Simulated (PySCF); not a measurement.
# A diatomic session: Cs₂

The task here is to estimate one member of a computed series from the others.

The runs use PySCF 2.14.0; Cs def2-TZVP with ECP46, scalar-relativistic core potentials.

The first run:

A driver script around PySCF takes these settings:

```yaml
atoms: Cs, Cs
charge: 0
basis: Cs def2-TZVP with ECP46
Hamiltonian: scalar-relativistic core potentials
basis_functions: 58
electrons_treated: 18
masses_in_u: 132.9054, 132.9054
levels: PBE0, PBE, r²SCAN, r²SCANh, PBEsol, BLYP, HF, MP2, SCS-MP2, CCSD, CCSD(T)
grid: 80 radial by 434 angular points
occupations: held fixed by the projection of orbital angular momentum
dissociation_limit: Cs + Cs, each in its ground configuration
starting_distance_in_angstrom: 4.410
values_of_2S_to_try: 0, 2
```

Run with:

```bash
$ OMP_NUM_THREADS=1 python dia.py task.json out
```

Among the steps run: The job; The PBE0 curve of the state that the search chose; Other states along the same grid; PBE (GGA); r²SCAN (meta-GGA); r²SCANh; PBEsol (GGA); BLYP (GGA); RHF (mean field); Correlated methods on the Hartree–Fock reference.

One of the session's tables, all rows but one given; the rest of the session is left out.

It belongs to the step «The curves together». Energy (eV) from each level's lowest point:

| R (Å) | RHF | RHF-MP2 | RHF-SCS-MP2 | RHF-CCSD | RHF-CCSD(T) |
| --- | --- | --- | --- | --- | --- |
| 4.096 | 0.217 | 0.082 | 0.099 | n/a | n/a |
| 4.287 | 0.131 | 0.031 | 0.042 | 0.054 | 0.055 |
| 4.477 | 0.069 | 0.006 | 0.010 | 0.018 | 0.019 |
| 4.620 | 0.037 | 0.000 | 0.000 | 0.004 | 0.005 |
| 4.763 | 0.015 | 0.004 | 0.000 | 0.000 | 0.000 |
| 4.906 | ? | ? | ? | ? | ? |
| 5.096 | 0.000 | 0.042 | 0.029 | 0.019 | 0.016 |
| 5.335 | 0.012 | 0.087 | 0.067 | 0.050 | 0.043 |
| 5.620 | 0.045 | 0.151 | 0.125 | 0.098 | 0.084 |
| 6.001 | 0.109 | 0.247 | 0.214 | n/a | n/a |

**Question.** Estimate the row for R (Å) = 4.906.

Worked estimate for «RHF». A straight line through the neighbours (4.763, 0.015) and (5.096, 0.000) gives 0.015 + (0.000 − 0.015) × (4.906 − 4.763) / (5.096 − 4.763) = 0.009; a parabola fitted to 4 rows on both sides gives 0.004.

As computed: RHF: 0.003; RHF-MP2: 0.016; RHF-SCS-MP2: 0.008; RHF-CCSD: 0.004; RHF-CCSD(T): 0.003. In «RHF» the line misses by +0.006 and the parabola by +0.001.

Caveats from the session: The bond is weak, and basis-set superposition, which was not computed, may be a sizeable part of it.
